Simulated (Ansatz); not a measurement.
**C₃H₈SSi: how energies converge with the basis set**

One table from this session's results is given with a row withheld; the runs are named, their logs left out.

Computed with Ansatz 0.2.0, Gaussian basis. Level: one geometry, several basis sets.

The runs, in order: PBE0-D4/def2-SVP; ωB97M-V/def2-SVP; PBE0-D4/def2-QZVPP; ωB97M-V/def2-QZVPP; the functionals' def2-TZVPP values are taken from earlier runs.

**The relaxed structure**

An earlier PBE0-D4 in a triple-zeta def2 set relaxation fixed the geometry.

SMILES `C[SiH2]CC=S`, 13 atoms, charge 0, spin multiplicity 1.

Atoms are counted from 1 here; the program's logs count them from 0.

Bond lengths: C1–Si2 1.867 Å, C1–H6 1.092 Å, C1–H7 1.092 Å, C1–H8 1.093 Å, Si2–C3 1.907 Å, Si2–H9 1.485 Å, Si2–H10 1.489 Å, C3–C4 1.468 Å, C3–H11 1.095 Å, C3–H12 1.092 Å, C4–S5 1.616 Å, C4–H13 1.094 Å. Angles: Si2–C1–H6 111.0°, Si2–C1–H7 110.3°, Si2–C1–H8 111.3°, H6–C1–H7 107.9°, H6–C1–H8 108.4°, H7–C1–H8 107.9°, C1–Si2–C3 111.4°, C1–Si2–H9 110.8°, C1–Si2–H10 110.6°, C3–Si2–H9 107.6°, C3–Si2–H10 107.0°, H9–Si2–H10 109.2°, Si2–C3–C4 109.5°, Si2–C3–H11 106.8°, Si2–C3–H12 106.6°, C4–C3–H11 111.6°, C4–C3–H12 111.7°, H11–C3–H12 110.3° and more.

Geometry (Å):

| atom | x (Å) | y (Å) | z (Å) |
| --- | --- | --- | --- |
| C1 | -1.7821 | -0.2895 | -0.1177 |
| Si2 | -0.0760 | -1.0349 | -0.2554 |
| C3 | 1.2371 | 0.0713 | 0.5751 |
| C4 | 1.1468 | 1.4317 | 0.0313 |
| S5 | 2.0003 | 2.0311 | -1.2028 |
| H6 | -1.8333 | 0.6691 | -0.6391 |
| H7 | -2.5242 | -0.9545 | -0.5655 |
| H8 | -2.0621 | -0.1290 | 0.9263 |
| H9 | 0.3140 | -1.2028 | -1.6784 |
| H10 | -0.0255 | -2.3578 | 0.4261 |
| H11 | 1.0324 | 0.0524 | 1.6508 |
| H12 | 2.2074 | -0.3842 | 0.3652 |
| H13 | 0.3856 | 2.0627 | 0.4992 |

Set-up of the first run:

File in.yaml:

```yaml
crystal:
  periodic: [false, false, false]
  atoms:
    - {symbol: C, position_ang: [-1.782096, -0.289539, -0.117650]}
    - {symbol: Si, position_ang: [-0.076022, -1.034929, -0.255435]}
    - {symbol: C, position_ang: [1.237055, 0.071266, 0.575073]}
    - {symbol: C, position_ang: [1.146809, 1.431704, 0.031255]}
    - {symbol: S, position_ang: [2.000293, 2.031081, -1.202771]}
    - {symbol: H, position_ang: [-1.833274, 0.669067, -0.639064]}
    - {symbol: H, position_ang: [-2.524183, -0.954529, -0.565526]}
    - {symbol: H, position_ang: [-2.062052, -0.128962, 0.926274]}
    - {symbol: H, position_ang: [0.314035, -1.202849, -1.678448]}
    - {symbol: H, position_ang: [-0.025475, -2.357833, 0.426122]}
    - {symbol: H, position_ang: [1.032400, 0.052366, 1.650771]}
    - {symbol: H, position_ang: [2.207421, -0.384217, 0.365216]}
    - {symbol: H, position_ang: [0.385589, 2.062674, 0.499182]}
basis:
  gaussian: {orbitals: def2-SVP}
hamiltonian: {xc: pbe0, dispersion: d4}
output: {orbitals: {seedname: orbitals}}
```

Among the steps run: PBE0-D4 in def2-SVP; ωB97M-V in def2-SVP; PBE0-D4 in def2-QZVPP; ωB97M-V in def2-QZVPP.

One of the session's tables, all rows but one given; the rest of the session is left out.

It belongs to the step «Density functionals: the series». 

```
functional       basis  HOMO (eV)  LUMO (eV)
   PBE0-D4    def2-SVP      -6.17      -1.85
   PBE0-D4  def2-TZVPP      -6.33      -2.01
   PBE0-D4  def2-QZVPP      -6.37      -2.06
   ωB97M-V    def2-SVP          ?          ?
   ωB97M-V  def2-TZVPP      -8.56       0.09
   ωB97M-V  def2-QZVPP      -8.61       0.01
```

**Question.** Estimate the row for ωB97M-V, def2-SVP.

The run gave: HOMO (eV): -8.38; LUMO (eV): 0.33. In the column «HOMO (eV)» it lies between ωB97M-V, def2-TZVPP (-8.56) and PBE0-D4, def2-QZVPP (-6.37).
